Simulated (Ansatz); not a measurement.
# C3H5ClSi: up Jacob's ladder to CCSD(T)

The task here is to estimate one member of a computed series from the others.

Program: Ansatz 0.2.0, Gaussian basis. Level of theory: functionals in def2-TZVPP, the program's frozen cores in correlated methods. These are calculated values, not measurements.

Levels to be run: PBE-D4, r2SCAN-D4, PBE0-D4, B3LYP-D4, ωB97X-V, ωB97M-V, B2PLYP; CCSD(T)/def2-TZVPP; MP2/def2-QZVPP; extrapolation to the limit.

### Structure used throughout

All runs share one geometry, relaxed beforehand with PBE0-D4 in a triple-zeta def2 set.

SMILES `[SiH3]C1(Cl)C=C1`, 10 atoms, charge 0, spin multiplicity 1.

Atoms are counted from 1 here; the program's logs count them from 0.

Bond lengths: Si1–C2 1.873 Å, Si1–H6 1.489 Å, Si1–H7 1.484 Å, Si1–H8 1.484 Å, C2–Cl3 1.835 Å, C2–C4 1.474 Å, C2–C5 1.474 Å, C4–C5 1.292 Å, C4–H9 1.077 Å, C5–H10 1.077 Å. Angles: C2–Si1–H6 108.0°, C2–Si1–H7 109.9°, C2–Si1–H8 109.9°, H6–Si1–H7 109.6°, H6–Si1–H8 109.6°, H7–Si1–H8 109.7°, Si1–C2–Cl3 107.8°, Si1–C2–C4 127.2°, Si1–C2–C5 127.1°, Cl3–C2–C4 116.7°, Cl3–C2–C5 116.7°, C4–C2–C5 52.0°, C2–C4–C5 64.0°, C2–C4–H9 144.7°, C5–C4–H9 151.2°, C2–C5–C4 64.0°, C2–C5–H10 144.7°, C4–C5–H10 151.2°.

As a file:

```xyz
10

Si   -1.04390   -0.66012   -0.83275
C     0.42581   -0.17647    0.22328
Cl    1.44103   -1.68130    0.49315
C     0.46194    0.84692    1.28407
C     1.14029    1.11325    0.21763
H    -1.87225    0.55705   -1.05328
H    -0.57664   -1.18801   -2.13876
H    -1.85066   -1.69212   -0.13509
H     0.14431    1.08721    2.28421
H     1.81316    1.74238   -0.33946
```

Set-up of the first run:

in.yaml

```yaml
crystal:
  periodic: [false, false, false]
  atoms:
    - {symbol: Si, position_ang: [-1.043899, -0.660115, -0.832753]}
    - {symbol: C, position_ang: [0.425813, -0.176466, 0.223282]}
    - {symbol: Cl, position_ang: [1.441033, -1.681303, 0.493153]}
    - {symbol: C, position_ang: [0.461945, 0.846918, 1.284065]}
    - {symbol: C, position_ang: [1.140290, 1.113245, 0.217635]}
    - {symbol: H, position_ang: [-1.872252, 0.557055, -1.053276]}
    - {symbol: H, position_ang: [-0.576635, -1.188012, -2.138765]}
    - {symbol: H, position_ang: [-1.850658, -1.692116, -0.135085]}
    - {symbol: H, position_ang: [0.144307, 1.087212, 2.284205]}
    - {symbol: H, position_ang: [1.813156, 1.742380, -0.339461]}
basis:
  gaussian: {orbitals: def2-TZVPP}
hamiltonian: {xc: pbe, dispersion: d4}
output: {forces: true, orbitals: {seedname: orbitals}}
```

Command:

```console
> ansatz run in.yaml --threads 4 --pin off --events-out ev --progress --plain --max-ram 10444MiB
```

Steps of the session up to this table: PBE-D4 (GGA); r2SCAN-D4 (meta-GGA); PBE0-D4 (hybrid); B3LYP-D4 (hybrid); ωB97X-V (range-separated); ωB97M-V (range-separated); B2PLYP (double hybrid); CCSD(T) in def2-TZVPP; MP2 in def2-QZVPP.

One of the session's tables, all rows but one given; the rest of the session is left out.

| method | atomisation energy (kJ/mol) |
| --- | --- |
| PBE-D4 | 3763.0 |
| r2SCAN-D4 | ? |
| PBE0-D4 | 3697.3 |
| B3LYP-D4 | 3654.5 |
| ωB97X-V | 3677.9 |
| ωB97M-V | 3676.8 |
| B2PLYP | 3615.0 |
| HF/def2-TZVPP | 2645.0 |
| MP2/def2-TZVPP | 3634.3 |
| CCSD/def2-TZVPP | 3485.7 |
| CCSD(T)/def2-TZVPP | 3553.5 |
| MP2/CBS | 3736.4 |
| CCSD(T)/CBS | 3655.5 |

Estimate the missing values for r2SCAN-D4.

As computed: atomisation energy (kJ/mol): 3683.6. In the column «atomisation energy (kJ/mol)» it lies between ωB97X-V (3677.9) and PBE0-D4 (3697.3).

Limits of these values: Free atoms (1 Si, 3 C, 1 Cl, 5 H) were run apart at each level; the atomisation energy is their sum less the molecule, without zero-point or spin-orbit terms.
